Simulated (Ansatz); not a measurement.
# ReP (rocksalt): other levels of theory at one geometry

How much do the gap and the pressure of ReP (rocksalt) depend on the functional and spin–orbit coupling? This structure was made by substitution into a known type, so it needn't be the compound's stable form.

Computed with Ansatz 0.2.0 (DFT at several levels, plane waves, PAW, unless a step's input says otherwise).

1 further run of the same task is left out (it didn't finish). Runs told in other sessions of the task aren't counted.

**1. The structure to begin with**

The structure is cubic, space group Fm-3m (No. 225). The conventional cell has a = 4.916 Å, b = 4.916 Å, c = 4.916 Å, α = 90.00°, β = 90.00°, γ = 90.00°. Re (site symmetry m-3m) has 6 P at 2.46 Å in its first shell of neighbours. P (site symmetry m-3m) has 6 Re at 2.46 Å in its first shell of neighbours.

Structure file:

```
Re P
1.0
     0.00000    2.45798    2.45798
     2.45798    0.00000    2.45798
     2.45798    2.45798    0.00000
Re P
1 1
Direct
  0.50000 0.50000 0.50000
  0.00000 0.00000 0.00000
```

This cell comes from an earlier session at PBE: 14.850 Å³/atom at 0.00 GPa, on a 12×12×12 mesh, no gap.

Levels to run: PBE+SOC; r²SCAN; PBEsol; LDA. Hardware: 2 threads of Arm Neoverse V2, shared host.

**2. PBE+SOC**

input.yaml

```yaml
crystal:
  lattice:
    - [0.0, 2.4579799456, 2.4579799456]
    - [2.4579799456, 0.0, 2.4579799456]
    - [2.4579799456, 2.4579799456, 0.0]
  atoms:
    - { symbol: Re, position: [0.5, 0.5, 0.5] }
    - { symbol: P, position: [0.0, 0.0, 0.0] }
basis:
  ecutwfc: 420
  ecutrho_ratio: 4
kpoints:
  mp_grid: { grid: [12, 12, 12] }
hamiltonian:
  xc: pbe
scf:
  occupations: { method: gaussian, width: 0.05 }
output:
  forces: true
  stress: true
  eigenvalues: true
  populations: true
  dos: { projected: true, de: 0.02 }
  write_density: true
  write_potential: true
  elf: true
  volumetric_format: npy
magnetization:
  noncollinear: true
  spin_orbit: true
```

The run is started by

```bash
ansatz run input.yaml --threads 2 --pin off --max-ram 2662MiB --backend cpu --events-out ev --progress --plain --runs-dir out
```

The runs that follow: r²SCAN; PBEsol; LDA.

Before running it: what results should come out? Wanted: for each run, pressure.

The runs gave:

| level | mesh | gap on the mesh (eV) | pressure (GPa) | time |
| --- | --- | --- | --- | --- |
| PBE | 12×12×12 | metal | 0.0 | 8.9 s* |
| LDA | 12×12×12 | metal | -9.9 | 0.96 s |
| PBEsol | 12×12×12 | metal | -6.5 | 0.99 s |
| PBE+SOC | 12×12×12 | metal | 1.3 | 6.6 s* |
| r²SCAN | 12×12×12 | metal | -3.3 | 2.6 s |

Times are on 2 threads of Arm Neoverse V2, shared host. * Includes bands or densities of states.

The pressure runs from -9.9 GPa (LDA) to 1.3 GPa (PBE+SOC); a negative pressure means that level wants a smaller cell, a positive one a larger cell. Every level gives a metal. Total energies of different levels have different zeros and can't be compared.
